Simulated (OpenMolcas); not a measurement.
# F, step by step

We compute a series of 9 runs (ROHF/6-31G*, CASSCF(7,4)/6-31G*, CASPT2(7,4)/6-31G*, CASPT2[IPEA 0](7,4)/6-31G*, SC-NEVPT2(7,4)/6-31G*, PC-NEVPT2(7,4)/6-31G*, MC-PDFT[tPBE](7,4)/6-31G*, MC-PDFT[ftPBE](7,4)/6-31G*, and more) of F. 

The results are computed with OpenMolcas 26.06.

88 further runs of the same task are left out: 88 set aside as unsound or not needed.

**1. The energy at ROHF/6-31G(d) (spherical functions) (run 1)**

File step1.input:

```
* F Hartree-Fock
>>> EXPORT MOLCAS_PRINT=2
&GATEWAY
BasLib=$CurrDir
Coord
1
angstrom
F        0.000000       0.000000       0.000000
Basis=6-31Gs
Group=NoSym
&SEWARD
&SCF
UHF
Spin=2
PrOrbitals=1 1
&RASSCF
FileOrb=$Project.UnaOrb
Spin=2
Nactel=1 0 0
Inactive=4
Ras2=1
OutOrbitals=Canonical
OrbListing=Nothing
```

The basis set 6-31G* is read from a file made from the Basis Set Exchange's data (not shown).

Run with:

```sh
$ export MOLCAS_MEM=1860
$ pymolcas step1.input > step1.log
```

The log of the run (excerpt; [...] marks lines left out):

```text
--- Start Module: gateway ---
[...]
--- Stop Module: gateway /rc=_RC_ALL_IS_WELL_ ---
[...]
      Basis functions           14
[...]
--- Start Module: scf ---
[...]
       Convergence after   9 Iterations
[...]
::    Total SCF energy                                -99.3634120219
[...]
      Total spin, S                                     0.5013122723
[...]
--- Stop Module: scf /rc=_RC_ALL_IS_WELL_ ---
--- Start Module: rasscf ---
[...]
      Number of active orbitals                  1
[...]
      Spin quantum number                      0.5
[...]
      Active orbitals                            1
[...]
      Number of CSFs                             1
[...]
      Number of root(s) required                 1
[...]
      Convergence after  5 iterations
[...]
      printout of CI-coefficients larger than  0.05 for root  1
      energy=     -99.360261
      conf/sym  1     Coeff  Weight
             1  u   1.00000 1.00000
      Natural orbitals and occupation numbers for root  1
      sym 1:   1.000000
      ************************************************************************************************************************
      *                                                    Final results                                                     *
[...]
::    RASSCF root number  1 Total energy:    -99.36026111
[...]
      Total electronic charge=    9.000000
      Total            charge=   -0.000000
[...]
      Dipole Moment (debye):
      Origin of the operator (angstrom)=    0.0000    0.0000    0.0000
                   X=  3.6818E-16               Y=  9.2770E-16               Z=  6.3946E-16           Total=  1.1854E-15
      Quadrupole Moment (debye*angstrom):
[...]
--- Stop Module: rasscf /rc=_RC_ALL_IS_WELL_ ---
[...]
```

Wall time 1.4 s (1 thread of Intel Xeon 6975P-C (Granite Rapids), shared host); peak memory 0.37 GiB.

**2. The F atom: the energy at CASSCF(7,4)/6-31G(d) (spherical functions) (run 2)**

File step2.input:

```
* F CASSCF

&GATEWAY
  BasLib=$CurrDir
  Coord
  1
  angstrom
  F        0.000000       0.000000       0.000000
  Basis=6-31Gs
  Group=NoSym

&SEWARD

&RASSCF
  FileOrb=$CurrDir/step1.RasOrb
  Spin=2
  Nactel=7 0 0
  Inactive=1
  Ras2=4
  OrbListing=Nothing
  OrbAppear=Compact
```

The basis set 6-31G* is read from a file made from the Basis Set Exchange's data (not shown).

Run the same way, it converges to -99.36026 Eh (log not shown).

Runs 3 to 4 aren't shown in full; the table further down has their settings and results.

**3. The F atom: a single-point energy at SC-NEVPT2(7,4)/6-31G(d) (spherical functions) (run 5)**

File step5.input:

```
&GATEWAY
  BASLIB = $CurrDir
  COORD
  1
  angstrom
  F        0.000000       0.000000       0.000000
  BASIS = 6-31Gs
  GROUP = NoSym

&SEWARD

&RASSCF
  FILEORB = $CurrDir/step2.RasOrb
  SPIN = 2
  NACTEL = 7 0 0
  INACTIVE = 1
  RAS2 = 4
  ORBLISTING = Nothing
  ORBAPPEAR = Compact

&CASPT2
  SC-NEVPT2
  FROZEN = 1
```

The basis set 6-31G* is read from a file made from the Basis Set Exchange's data (not shown).

Run the same way, it converges to -99.46954 Eh (log not shown).

Runs 6 to 8 aren't shown in full; the table further down has their settings and results.

**4. The F atom: the energy at MRCI(7,4)/6-31G(d) (spherical functions) (run 9)**

File step9.inp:

```
&gateway
baslib
$CurrDir
coord
1
angstrom
F        0.000000       0.000000       0.000000
basis
6-31Gs
group
NoSym
&seward
&rasscf
fileorb
$CurrDir/step2.RasOrb
spin
2
nactel
7 0 0
inactive
1
ras2
4
orblisting
Nothing
orbappear
Compact
&motra
lumorb
frozen
1
&guga
electrons
7
spin
2
inactive
0
active
4
ciall
1
&mrci
sdci
```

The basis set 6-31G* is read from a file made from the Basis Set Exchange's data (not shown).

Run with:

```sh
$ export MOLCAS_MEM=1860
$ pymolcas step9.inp > step9.log
```

The log of the run (excerpt; [...] marks lines left out):

```text
--- Start Module: gateway ---
[...]
--- Stop Module: gateway /rc=_RC_ALL_IS_WELL_ ---
[...]
      Basis functions           14
[...]
      Number of active orbitals                  4
[...]
      Spin quantum number                      0.5
[...]
      Active orbitals                            4
[...]
      Number of CSFs                             4
[...]
      Number of root(s) required                 1
[...]
 ###    WARNING: Problems in orbital optimization.                           ###
 ###############################################################################
  Warning: In symmetry  1, orbital p=   2 has diagonal density matrix element D(p,p) close to two. (2 - D(p,p))=  0.000000E+00
[...]
      Convergence after  4 iterations
[...]
      printout of CI-coefficients larger than  0.05 for root  1
      energy=     -99.360261
      conf/sym  1111     Coeff  Weight
             1  222u   1.00000 1.00000
      Natural orbitals and occupation numbers for root  1
      sym 1:   2.000000   2.000000   2.000000   1.000000
      ************************************************************************************************************************
      *                                                    Final results                                                     *
[...]
::    RASSCF root number  1 Total energy:    -99.36026111
[...]
      Dipole Moment (debye):
      Origin of the operator (angstrom)=    0.0000    0.0000    0.0000
                   X=  3.6818E-16               Y=  9.2770E-16               Z=  6.3946E-16           Total=  1.1854E-15
      Quadrupole Moment (debye*angstrom):
[...]
      *** WARNING: Default frozen orbitals is overwritten by user input.
      *** Default values:   1
[...]
--- Start Module: guga ---
[...]
--- Stop Module: guga /rc=_RC_ALL_IS_WELL_ ---
--- Start Module: mrci ---
[...]
       (But an ACPF correction will be computed)
       USE THE DEFAULT ACPF G-VALUE GFAC=  0.28571428571428570
[...]
                      CI ENERGY:   -99.49307621
[...]
                ACPF CORRECTION:    -0.00283075
[...]
      Total electronic charge=    9.000000
      Total            charge=   -0.000000
[...]
     ACPF CORRECTION:     -0.00283075
[...]
  CI State   1     Total energy:    -99.49307621     QDav:     -0.00399712     QACPF:     -0.00283075
[...]
--- Stop Module: mrci /rc=_RC_ALL_IS_WELL_ ---
[...]
```

Wall time 1.1 s (1 thread of Intel Xeon 6975P-C (Granite Rapids), shared host); peak memory 0.37 GiB.

**5. All runs side by side**

```csv
run,level,active rule,inactive,energy (Eh),dipole moment (D) of the reference,wall time
1,ROHF/6-31G* (spherical functions),–,–,-99.360261,0.00,1.4 s
2,"CASSCF(7,4)/6-31G* (spherical functions)",full valence,1,-99.360261,0.00,1 s
3,"CASPT2(7,4)/6-31G* (spherical functions)",full valence,1,-99.487836,0.00,1.1 s
4,"CASPT2[IPEA 0](7,4)/6-31G* (spherical functions)",full valence,1,-99.489791,0.00,1.1 s
5,"SC-NEVPT2(7,4)/6-31G* (spherical functions)",full valence,1,-99.469539,0.00,1.1 s
6,"PC-NEVPT2(7,4)/6-31G* (spherical functions)",full valence,1,-99.469854,0.00,1.1 s
7,"MC-PDFT[tPBE](7,4)/6-31G* (spherical functions)",full valence,1,-99.603299,0.00,1.1 s
8,"MC-PDFT[ftPBE](7,4)/6-31G* (spherical functions)",full valence,1,-99.634097,0.00,1.1 s
9,"MRCI(7,4)/6-31G* (spherical functions)",full valence,1,-99.493076,0.00,1.1 s
```

**6. What came out**

```
                                     quantity         value
                  F atom, run 9: total energy  -99.49308 Eh
F atom, run 9: dipole moment (CASSCF density)        0.00 D
```

Below the ROHF energy at the same shape and in the same basis (6-31G*): CASSCF(7,4) +0.0 mEh; CASPT2(7,4) -127.6 mEh; CASPT2[IPEA 0](7,4) -129.5 mEh; SC-NEVPT2(7,4) -109.3 mEh; PC-NEVPT2(7,4) -109.6 mEh; MRCI(7,4) -132.8 mEh. Active-space methods hold only the correlation inside their space unless a perturbation or CI step follows. All runs together took 10 s, the longest 1.4 s.
